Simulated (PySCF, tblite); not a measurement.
**C₅H₁₁ClO₂Si: geometry, infrared bands and NMR shifts**

Wanted: the infrared bands and NMR shifts of C₅H₁₁ClO₂Si (`COC[Si]1(CCl)COC1`), by calculation.

Computed with tblite 0.8.0 and PySCF 2.14.0, with density-fitted response routines of our own, on a single molecule in the gas phase. Atoms count from 0, in the outputs and in this text.

### 1 The molecule as given

20 atoms, charge 0, multiplicity 1; geometry from: force field or distance geometry start.

Bonds of the start (Å): C0–O1 1.42, O1–C2 1.40, C2–Si3 1.84, Si3–C4 1.84, C4–Cl5 1.78, Si3–C6 1.85, C6–O7 1.40, O7–C8 1.39, C8–Si3 1.85, C0–H9 1.12, C0–H10 1.08, C0–H11 1.12, C2–H12 1.11, C2–H13 1.11, C4–H14 1.13, C4–H15 1.12, C6–H16 1.13, C6–H17 1.09, C8–H18 1.08, C8–H19 1.13.

### 2 Geometry optimisation with GFN2-xTB

The job: settings as JSON, then the geometry in Å.

```
{"job": {"kind": "relax", "xc": "GFN2-xTB", "basis": "xTB"}, "charge": 0, "multiplicity": 1}
C      3.178700     0.228800     0.418600
O      1.847700     0.704100     0.598900
C      1.071500    -0.246300    -0.082700
Si    -0.733700     0.097000    -0.038400
C     -1.288700     1.845100     0.132500
Cl    -1.904400     2.377400    -1.452800
C     -1.635800    -0.962600    -1.252800
O     -2.447700    -1.516400    -0.257700
C     -1.823500    -1.073700     0.897600
H      3.374600     0.214700    -0.685600
H      3.907100     0.776900     0.998100
H      3.219300    -0.847400     0.737300
H      1.323100    -1.221300     0.389600
H      1.401100    -0.197100    -1.146400
H     -0.398600     2.467300     0.438900
H     -2.056000     1.895000     0.941500
H     -0.950400    -1.789000    -1.591100
H     -2.134400    -0.462100    -2.077600
H     -1.376300    -1.818400     1.547200
H     -2.578700    -0.461300     1.481900
```

The run is started by

```bash
$ OMP_NUM_THREADS=1 python probes_run.py task.json out
```

This one command runs all jobs of the session in turn.

**Question.** This job is followed by: GFN2-xTB harmonic vibrations, gas phase; GIAO PBE0/pcSseg-1 NMR shielding, non-relativistic, gas phase. Predict these results of the whole session: strongest single infrared mode (GFN2-xTB); zero-point energy (GFN2-xTB); 13C shifts against TMS (PBE0/pcSseg-1, means over atoms taken as alike); 1H shifts against TMS (PBE0/pcSseg-1, means over atoms taken as alike); 17O shifts against H2O (PBE0/pcSseg-1); 29Si shifts against TMS (PBE0/pcSseg-1); 35Cl shifts against HCl (PBE0/pcSseg-1).

The runs gave:

```
                                                               quantity                             value
                              strongest single infrared mode (GFN2-xTB)              825 cm⁻¹, 161 km/mol
                                           zero-point energy (GFN2-xTB)                     96.1 kcal/mol
13C shifts against TMS (PBE0/pcSseg-1, means over atoms taken as alike)        73.3, 65.5, 64.7, 31.5 ppm
 1H shifts against TMS (PBE0/pcSseg-1, means over atoms taken as alike)  4.68, 4.64, 3.63, 3.52, 3.40 ppm
                                 17O shifts against H2O (PBE0/pcSseg-1)                     4.9, -1.9 ppm
                                29Si shifts against TMS (PBE0/pcSseg-1)                          15.0 ppm
                                35Cl shifts against HCl (PBE0/pcSseg-1)                            -6 ppm
```

Over 136 steps the energy fell by 1.047 eV; of the close pairs, Si3–C6 changed most, 1.847 to 1.924 Å. All 54 modes are real, so the xTB geometry is a minimum. The strongest single mode, at 825 cm⁻¹, has its largest shares on Si3, H12 and C2 (the list is cut at 3 atoms). Unscaled tight-binding wavenumbers are off by several per cent, some by more. Its intensities can rank the bands wrongly. At PBE0/pcSseg-1: The largest span, 245 ppm, is at Cl5, where the paramagnetic term is -191 ppm.
